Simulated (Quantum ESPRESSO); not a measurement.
Ga3Se:

```
Se Ga
1.0
     4.43246    0.00000    0.00000
     0.00000    4.43246    0.00000
     0.00000    0.00000    4.43246
Se Ga
1 3
Direct
  0.00000 0.00000 0.00000
  0.50000 0.50000 0.00000
  0.50000 0.00000 0.50000
  0.00000 0.50000 0.50000
```

The cell comes from a database or a generator and needn't be the stable form of this composition.

Base run:

| Quantity | Value |
| --- | --- |
| Program | Quantum ESPRESSO 7.5 |
| Functional | PBE |
| Potentials or basis | SSSP 1.3 efficiency PBE |
| Cutoff | 952 eV |
| Density cutoff | 7619 eV |
| k mesh | 6 × 6 × 6 |
| Occupations | fermi-dirac, width 0.05 eV |
| Spin | no spin polarisation |

Its results: band gap on the k mesh none (metal or under the smearing width); pressure -0.7 GPa.

Problem. The run is repeated on the same cell with these changes: functional from PBE to PBEsol; potentials or basis from SSSP 1.3 efficiency PBE to GBRV 1.5 PBEsol; cutoff from 952 eV to 762 eV; density cutoff from 7619 eV to 6095 eV; valence electrons from 45 to 63. What comes out?

Solution. Band gap on the k mesh none (metal or under the smearing width); pressure -3.7 GPa.

Not every run made on this cell is shown here.
